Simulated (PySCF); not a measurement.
**cis-Zr(H2O)2F4: geometry, NMR shifts and electronic excitations**

What NMR shifts and electronic excitations should cis-Zr(H2O)2F4 (`[OH2]->[Zr](<-[OH2])([F])([F])([F])[F]`) show?

Computed with PySCF 2.14.0, with density-fitted response routines of our own, on a single molecule in the gas phase. Atoms count from 0, in the outputs and in this text.

## 1. The molecule as given

11 atoms, charge 0, multiplicity 1; geometry from: GFN2-xTB. The atoms were then displaced at random by about 0.03 Å, so the start is not that level's minimum.

Bonds of the start (Å): Zr0–O1 2.21, Zr0–F4 1.92, Zr0–O5 2.15, Zr0–F8 1.96, Zr0–F9 1.94, Zr0–F10 1.80, O1–H2 0.99, O1–H3 0.92, O5–H6 0.96, O5–H7 0.99.

## 2. Relaxing the molecule at PBE0-D3(BJ)/def2-SVP

The job: settings as JSON, then the geometry in Å.

```
{"job": {"xc": "PBE0", "basis": "def2-SVP", "d3": "d3bj", "grid": 1, "maxiter": 40, "shake": 0.03, "kind": "geom"}, "charge": 0, "multiplicity": 1}
Zr    -0.375400    -0.074220    -0.433140
O     -0.526420    -0.025660     1.770310
H     -1.083150    -0.833920     1.884050
H     -1.014200     0.746480     1.892170
F     -0.106490    -0.007080    -2.335810
O      1.775660     0.035650    -0.484300
H      1.943530     0.814690    -1.013990
H      1.972160    -0.731430    -1.071000
F     -2.306270    -0.001510    -0.085940
F     -0.097120     1.803540    -0.037550
F     -0.084240    -1.812050    -0.053910
```

Command:

```bash
> OMP_NUM_THREADS=1 python probes_run.py task.json out
```

One launch serves the whole session: the jobs run in the order shown.

Standard output:

```text
step   0  E = -598.66132950  max force = 0.089206
step   1  E = -598.68548223  max force = 0.037443
step   2  E = -598.69147290  max force = 0.008627
step   3  E = -598.69333606  max force = 0.009968
step   4  E = -598.69352110  max force = 0.007442
step   5  E = -598.69470110  max force = 0.005558
step   6  E = -598.69501970  max force = 0.007736
step   7  E = -598.69540148  max force = 0.003182
step   8  E = -598.69578027  max force = 0.001952
step   9  E = -598.69592141  max force = 0.001695
step  10  E = -598.69598132  max force = 0.000474
step  11  E = -598.69599062  max force = 0.000293
optimisation converged
```

It took 2 min on 1 thread of Arm Neoverse V1, shared host; peak memory 0.5 GiB.

Relaxation path:

```tsv
step	energy from step 0 (eV)	largest force component (eV/Å)
0	0.0000	4.5872
1	-0.6572	1.9254
2	-0.8202	0.4436
3	-0.8709	0.5126
4	-0.8760	0.3827
5	-0.9081	0.2858
6	-0.9168	0.3978
7	-0.9271	0.1636
8	-0.9375	0.1004
9	-0.9413	0.0872
10	-0.9429	0.0244
11	-0.9432	0.0151
```

Close pairs (by a distance rule), those that changed most:

```tsv
bond	before (Å)	after (Å)	change (Å)
Zr0–H7	2.520	2.935	+0.416
Zr0–H2	2.539	2.931	+0.392
Zr0–H3	2.547	2.916	+0.369
Zr0–H6	2.550	2.913	+0.362
Zr0–O5	2.154	2.355	+0.200
Zr0–O1	2.209	2.357	+0.147
Zr0–F10	1.802	1.940	+0.138
O1–H3	0.921	0.965	+0.044
```

The end geometry stands in the next job.

```tsv
at the end point	value
rotational constants (GHz, main isotopes)	1.701, 1.578, 1.412
dipole moment (D)	5.25
```

## 3. Nuclear shieldings: PBE0/def2-TZVP+pcSseg-1

The job: settings as JSON, then the geometry in Å.

```
{"job": {"kind": "nmr", "xc": "PBE0", "basis": {"default": "pcSseg-1", "Zr": "def2-TZVP"}}, "charge": 0, "multiplicity": 1}
Zr    -0.580111    -0.032923    -0.593862
O     -0.568061    -0.004525     1.762556
H     -0.949247    -0.763263     2.220877
H     -0.904822     0.796204     2.182842
F     -0.379606    -0.043664    -2.502720
O      1.774194    -0.001728    -0.556011
H      2.194968     0.806927    -0.872618
H      2.244907    -0.752372    -0.937888
F     -2.491054    -0.034948    -0.408953
F     -0.125881     1.802287    -0.139628
F     -0.117225    -1.857504    -0.123705
```

Method: GIAO PBE0/pcSseg-1 Zr:def2-TZVP NMR shielding, scalar relativity only through core potentials, gas phase.

Standard output:

```text
coarse grid: 49656 points
cycle   1  E = -598.7909641391  dE = -5.366e+00  |g| = 1.252e+00  |ddm| = 4.776e+00
cycle   2  E = -598.7990298183  dE = -8.066e-03  |g| = 1.380e+00  |ddm| = 1.793e+00
cycle   3  E = -599.0793091376  dE = -2.803e-01  |g| = 2.366e-01  |ddm| = 8.271e-01
cycle   4  E = -599.0900985593  dE = -1.079e-02  |g| = 5.196e-02  |ddm| = 1.939e-01
cycle   5  E = -599.0903631852  dE = -2.646e-04  |g| = 3.725e-02  |ddm| = 4.253e-02
cycle   6  E = -599.0905785619  dE = -2.154e-04  |g| = 2.224e-03  |ddm| = 1.677e-02
cycle   7  E = -599.0905787942  dE = -2.324e-07  |g| = 1.858e-03  |ddm| = 1.729e-03
final grid: 104728 points
cycle   8  E = -599.0903889153  dE =  5.923e-07  |g| = 3.133e-03  |ddm| = 2.754e-03
cycle   9  E = -599.0903856864  dE =  3.229e-06  |g| = 5.576e-03  |ddm| = 3.907e-03
cycle  10  E = -599.0903903837  dE = -4.697e-06  |g| = 1.259e-04  |ddm| = 2.527e-03
cycle  11  E = -599.0903903860  dE = -2.271e-09  |g| = 4.257e-05  |ddm| = 7.874e-05
cycle  12  E = -599.0903903863  dE = -2.847e-10  |g| = 7.845e-06  |ddm| = 2.402e-05
converged SCF energy = -599.0903903863

GIAO shielding tensors (ppm)
atom      isotropic    diamagn.    paramagn.     s11        s22        s33       span
  0 Zr         nan         nan         nan        nan        nan        nan        nan
  1 O      295.452     386.210     -90.758    270.816    305.989    309.550     38.734
  2 H       28.556      28.735      -0.178     21.098     23.808     40.763     19.664
  3 H       28.536      28.822      -0.286     21.049     23.997     40.562     19.513
  4 F       31.421     474.711    -443.291   -161.179   -128.578    384.019    545.197
  5 O      295.326     386.257     -90.930    270.503    305.885    309.592     39.089
  6 H       28.514      28.827      -0.313     21.012     24.018     40.513     19.501
  7 H       28.554      28.721      -0.166     21.093     23.773     40.796     19.703
  8 F       31.723     474.716    -442.994   -160.313   -128.370    383.850    544.163
  9 F       75.202     476.010    -400.808    -75.619    -66.132    367.356    442.975
 10 F       69.326     475.749    -406.423    -85.825    -74.176    367.979    453.804
```

Wall time 26 s (1 thread of Arm Neoverse V1, shared host); peak memory 0.94 GiB.

The references, computed at this level on geometries of the same kind, shield at (ppm): ¹H TMS 31.27, ¹⁹F CFCl3 177.2, ¹⁷O H2O 334.6. Their shielding less the atom's gives the shift. The references are single molecules in the gas phase, so shifts against H2O, NH3, PH3, H3PO4 or CFCl3 are not on the usual liquid scales and can be off by tens of ppm. Atoms listed in one row are averaged.

```tsv
atoms	environment	σ (ppm)	δ (ppm)
H2, H3, H6, H7	hydrogen on an oxygen bonded to Zr	28.54	2.73
O1, O5	oxygen bonded to Zr, 2 H	295.4	39.2
F4, F8	fluorine bonded to Zr	31.6	145.7
F9, F10	fluorine bonded to Zr	72.3	105.0
```

Atoms past Kr carry core potentials, so their printed shieldings have no meaning and are left out of the table.

Charges from the same density, by scheme (e):

```tsv
atoms	Mulliken	ESP fit
Zr0	1.61	1.63
O1, O5	-0.43	-0.75
F4, F8	-0.45	-0.47
F9, F10	-0.49	-0.46
```

Mayer bond orders: Zr0–O1 0.24, Zr0–F4 0.94, Zr0–O5 0.24, Zr0–F8 0.94, Zr0–F9 0.87, Zr0–F10 0.88.

With diffuse functions Mulliken charges and Mayer bond orders lose their meaning; the other schemes are steadier.

Orbitals, density, ELF and potential are computed afterwards from the orbital file.

Frontier orbitals at PBE0/def2-TZVP+pcSseg-1, with the share of their density that lies nearest to each atom:

```tsv
orbital	energy (eV)	lies on
HOMO	-10.54	F4, F8 about 31 % each; O1, O5 about 14 % each
LUMO	-0.47	Zr0 20 %; 4 H atoms about 11 % each; O1, O5 about 6 % each
```

ELF in a plane through or near 5 of the atoms.

Ten even steps from ' ' (0.00) to '@' (0.90):
```
                                                        
                                                        
                  ....            ....                  
              ..--====--..    ..--====--..              
            ::==%%%%%%##==    ==##%%%%%%==::            
            ==##@@==##@@++    ++@@##==@@##==..          
            ==##@@%%####::====::####%%@@##==            
            ..::++**==--%%====%%--==**++--..            
                      **@@....@@**                      
            ..::====::--%%@@@@%%--::====::..            
            --**@@@@@@++........++@@@@@@**::            
            ==##====##@@++    ++@@##==++##==            
            --**####@@@@##    ##@@@@####**--            
            ..--##%%@@%%++    ++%%@@%%##--..            
              ..==++**++::    ::++**++==..              
                                                        
                                                        
                                                        
                                                        
                                                        
```
The map spans 9.7 Å across and 9.3 Å up, centred on the molecule. Atoms in the plane (x, y in Å): Zr0 (0.0, 0.8), O1 (1.6, -0.8), F4 (-1.5, 2.1), O5 (-1.6, -0.8), F8 (1.5, 2.0).

On the surface of density 0.002 e/bohr³ the electrostatic potential runs, from the 1st to the 99th percentile, from -1.58 V near F4 to 3.11 V near H7.

## 4. Excited states and response: CAM-B3LYP/def2-SVPD

Same as in step 3 but for these lines:

```diff
@@ -1,2 +1,2 @@
-{"job": {"kind": "nmr", "xc": "PBE0", "basis": {"default": "pcSseg-1", "Zr": "def2-TZVP"}}, "charge": 0, "multiplicity": 1}
+{"job": {"kind": "uv", "xc": "CAM-B3LYP", "basis": "def2-SVPD", "ip": true, "nstates": 10}, "charge": 0, "multiplicity": 1}
 Zr    -0.580111    -0.032923    -0.593862
```

Method: TDDFT CAM-B3LYP/def2-SVPD, vertical, gas phase, core orbitals frozen in the response.

Standard output:

```text
coarse grid: 49656 points
cycle   1  E = -598.8467601135  dE = -6.356e+00  |g| = 1.207e+00  |ddm| = 4.613e+00
cycle   2  E = -598.8260207321  dE =  2.074e-02  |g| = 1.386e+00  |ddm| = 2.091e+00
cycle   3  E = -599.1208279137  dE = -2.948e-01  |g| = 1.881e-01  |ddm| = 8.713e-01
cycle   4  E = -599.1276592218  dE = -6.831e-03  |g| = 5.102e-02  |ddm| = 2.201e-01
cycle   5  E = -599.1280488783  dE = -3.897e-04  |g| = 2.321e-02  |ddm| = 5.029e-02
cycle   6  E = -599.1281431871  dE = -9.431e-05  |g| = 1.927e-03  |ddm| = 1.748e-02
cycle   7  E = -599.1281440305  dE = -8.433e-07  |g| = 1.346e-03  |ddm| = 2.970e-03
final grid: 104728 points
cycle   8  E = -599.1278266205  dE = -1.120e-08  |g| = 1.731e-03  |ddm| = 3.892e-03
cycle   9  E = -599.1278260550  dE =  5.655e-07  |g| = 2.568e-03  |ddm| = 2.472e-03
cycle  10  E = -599.1278270936  dE = -1.039e-06  |g| = 5.225e-05  |ddm| = 1.446e-03
cycle  11  E = -599.1278270940  dE = -4.711e-10  |g| = 2.570e-05  |ddm| = 7.471e-05
converged SCF energy = -599.1278270940

Static polarisability (au): isotropic 52.269, principal 50.090 52.048 54.668

Singlet excitations
state   eV       nm        f      main configurations
  1   8.7246    142.1   0.00298   H->L 0.44, H-6->L+1 0.24, H-7->L 0.12
  2   8.8047    140.8   0.05898   H-6->L 0.49, H->L+1 0.24, H-7->L+1 0.10
  3   8.8797    139.6   0.00000   H-1->L+2 0.90
  4   8.9112    139.1   0.00026   H-2->L+2 0.54, H-5->L+2 0.26, H-3->L+2 0.09
  5   9.0054    137.7   0.00270   H->L+2 0.54, H-2->L+3 0.21
  6   9.1088    136.1   0.00325   H-3->L+2 0.35, H-2->L+2 0.22, H-5->L+2 0.15
  7   9.1218    135.9   0.00172   H-5->L+2 0.42, H-3->L+2 0.27
  8   9.1383    135.7   0.00023   H->L+3 0.77
  9   9.1503    135.5   0.00084   H-5->L+3 0.35, H-4->L+2 0.30, H-2->L+3 0.19
 10   9.1798    135.1   0.00000   H-3->L+3 0.63, H-4->L+2 0.16, H-2->L+3 0.12

Triplet excitations (Tamm-Dancoff, eV): 8.3050 8.3384 8.4377 8.7508
Vertical ionisation energy (delta-SCF) = 13.1968 eV
Vertical electron affinity (delta-SCF) = -0.4039 eV
```

Wall time 4.2 min (1 thread of Arm Neoverse V1, shared host); peak memory 1.2 GiB.

The orbitals next to the gap, with their largest atomic shares:

```tsv
orbital	eV	atoms
HOMO−3	-12.42	F9 58 %, F10 20 %, F4 7 %
HOMO−2	-12.41	F10 48 %, F4 21 %, F8 20 %
HOMO−1	-12.35	F8 27 %, F4 26 %, F10 25 %
HOMO	-12.21	F8 32 %, F4 32 %, O1 14 %
LUMO	-0.17	Zr0 43 %, O5 12 %, O1 12 %
LUMO+1	0.25	Zr0 35 %, O1 16 %, O5 16 %
LUMO+2	0.79	Zr0 72 %, F4 9 %, F8 9 %
```

With each of the 10 states as a Gaussian band of 0.4 eV half-width at 1/e, the curve within the window shown has maxima at 141 nm (ε 2,700) L/(mol cm). Beyond the last state computed it falls off for lack of states. The curve at chosen wavelengths:

```
 nm  ε (L/mol/cm)
131           279
132           440
133           658
134           935
135          1264
136          1623
137          1983
138          2308
139          2558
140          2705
141          2732
142          2637
143          2436
144          2157
145          1834
146          1498
147          1178
148           893
149           653
150           462
151           316
152           210
```

Leading natural transition orbitals of singlet state 2: the hole lies on O5 42 %; O1 32 %; the particle on H6, H7 about 21 % each; H2, H3 about 16 % each; O5 7 %.

Leading natural transition orbitals of singlet state 1: the hole lies on O1, O5 about 34 % each; F4, F8 about 7 % each; the particle on 4 H atoms about 18 % each; O1, O5 about 6 % each.

Ground-state properties from the same run:

```tsv
property	computed
dipole moment (D)	5.14
polarisability (Å³)	7.75
HOMO–LUMO gap (eV)	12.05
−ε(HOMO) (eV)	12.21
```

## 5. NMR shieldings: KT2/def2-TZVP+pcSseg-1

Same as in step 4 but for these lines:

```diff
@@ -1,2 +1,2 @@
-{"job": {"kind": "uv", "xc": "CAM-B3LYP", "basis": "def2-SVPD", "ip": true, "nstates": 10}, "charge": 0, "multiplicity": 1}
+{"job": {"kind": "nmr", "xc": "KT2", "basis": {"default": "pcSseg-1", "Zr": "def2-TZVP"}, "pop": false}, "charge": 0, "multiplicity": 1}
 Zr    -0.580111    -0.032923    -0.593862
```

With the program's defaults for keys left out, this is: GIAO KT2/pcSseg-1 Zr:def2-TZVP NMR shielding, scalar relativity only through core potentials, gas phase.

Standard output:

```text
coarse grid: 49656 points
cycle   1  E = -606.4618839483  dE = -4.937e+00  |g| = 1.566e+00  |ddm| = 4.841e+00
cycle   2  E = -606.2276729304  dE =  2.342e-01  |g| = 1.988e+00  |ddm| = 2.908e+00
cycle   3  E = -606.9475965113  dE = -7.199e-01  |g| = 4.025e-01  |ddm| = 1.659e+00
cycle   4  E = -606.9789108789  dE = -3.131e-02  |g| = 8.093e-02  |ddm| = 3.044e-01
cycle   5  E = -606.9785404123  dE =  3.705e-04  |g| = 9.703e-02  |ddm| = 8.831e-02
cycle   6  E = -606.9801196839  dE = -1.579e-03  |g| = 9.104e-03  |ddm| = 5.000e-02
cycle   7  E = -606.9801252546  dE = -5.571e-06  |g| = 6.708e-03  |ddm| = 7.229e-03
cycle   8  E = -606.9801326100  dE = -7.355e-06  |g| = 1.540e-03  |ddm| = 4.006e-03
final grid: 104728 points
cycle   9  E = -606.9797155241  dE =  9.337e-07  |g| = 3.764e-03  |ddm| = 3.576e-03
cycle  10  E = -606.9797028732  dE =  1.265e-05  |g| = 9.430e-03  |ddm| = 6.618e-03
cycle  11  E = -606.9797178972  dE = -1.502e-05  |g| = 5.819e-04  |ddm| = 4.765e-03
cycle  12  E = -606.9797179507  dE = -5.346e-08  |g| = 1.484e-04  |ddm| = 3.370e-04
cycle  13  E = -606.9797179540  dE = -3.334e-09  |g| = 5.055e-05  |ddm| = 9.725e-05
cycle  14  E = -606.9797179545  dE = -4.295e-10  |g| = 1.476e-05  |ddm| = 3.156e-05
converged SCF energy = -606.9797179545

GIAO shielding tensors (ppm)
atom      isotropic    diamagn.    paramagn.     s11        s22        s33       span
  0 Zr         nan         nan         nan        nan        nan        nan        nan
  1 O      291.438     385.132     -93.693    267.568    302.390    304.357     36.789
  2 H       28.703      28.754      -0.051     21.566     24.273     40.269     18.703
  3 H       28.688      28.842      -0.154     21.530     24.456     40.078     18.547
  4 F       -9.594     475.775    -485.369   -211.934   -168.282    351.433    563.367
  5 O      291.310     385.182     -93.872    267.241    302.050    304.640     37.399
  6 H       28.667      28.848      -0.181     21.499     24.473     40.030     18.532
  7 H       28.699      28.739      -0.040     21.558     24.239     40.299     18.741
  8 F       -9.344     475.779    -485.123   -211.116   -168.159    351.244    562.360
  9 F       34.257     477.102    -442.845   -122.764   -112.530    338.065    460.829
 10 F       28.485     476.855    -448.371   -132.844   -120.027    338.325    471.169
```

It took 24 s on 1 thread of Arm Neoverse V1, shared host; peak memory 1.1 GiB.

Key values: δ O1 39.3, F4 148.0, F9 107.2, H2 2.49 ppm (means over like atoms).

## 6. Comparing the runs: NMR shifts

Shifts (ppm), means over like atoms, with basis size and wall time:

```tsv
run	H2	O1	F4	F9	functions	time
PBE0/def2-TZVP+pcSseg-1	2.73	39.2	145.7	105.0	162	26 s
KT2/def2-TZVP+pcSseg-1	2.49	39.3	148.0	107.2	162	24 s
```

## 7. Outcome

```
                                                                           quantity                                             value
                                               rotational constants (main isotopes)                              1.70, 1.58, 1.41 GHz
   ¹H shifts against TMS (PBE0/def2-TZVP+pcSseg-1, means over atoms taken as alike)                                          2.73 ppm
  ¹⁷O shifts against H2O (PBE0/def2-TZVP+pcSseg-1, means over atoms taken as alike)                                          39.2 ppm
¹⁹F shifts against CFCl3 (PBE0/def2-TZVP+pcSseg-1, means over atoms taken as alike)                                  145.7, 105.0 ppm
                                              surface potential, 1st and 99th percentile                                -1.58 V and 3.11 V
                                               lowest singlet (CAM-B3LYP/def2-SVPD)                       8.72 eV (142 nm), f = 0.003
                                           brightest single state of those computed                       state 2, 8.80 eV, f = 0.059
                                                                     lowest triplet                                           8.30 eV
                                                  vertical ionisation energy (ΔSCF)                                          13.20 eV
                                                  vertical electron affinity (ΔSCF)  -0.40 eV (unbound: the value hangs on the basis)
                                                           range of the shift of F4                                145.7 to 148.0 ppm
```

**Reading.** The start was shaken at random, so part of the energy gained undoes that. Relaxing lowered the energy by 0.943 eV in 11 steps; the close pair that moved most is Zr0–H7, from 2.520 to 2.935 Å. At PBE0/def2-TZVP+pcSseg-1: Shielding is most anisotropic at F4, F8 (span 545 ppm, paramagnetic term -443 ppm). By nearest atom (PBE0/def2-TZVP+pcSseg-1), the HOMO sits on F4, F8 about 31 % each; O1, O5 about 14 % each and the LUMO on Zr0 20 %; 4 H atoms about 11 % each. The first singlet state (HOMO→LUMO 0.44, HOMO−6→LUMO+1 0.24) lies at 8.72 eV and is weak; of the 10 states computed, the strongest absorption comes from state 2 at 8.80 eV. The lowest triplet lies 0.42 eV below the lowest singlet (triplets in Tamm-Dancoff, singlets in full TDDFT). ΔSCF puts the ionisation energy at 13.20 eV, 0.98 eV above −ε(HOMO). Across the 2 runs the shift of F4 (with its like atoms) moves most, between 145.7 (PBE0/def2-TZVP+pcSseg-1) and 148.0 ppm (KT2/def2-TZVP+pcSseg-1). Spin-orbit coupling is left out, which matters for shieldings and couplings at and beside the heavy atoms.
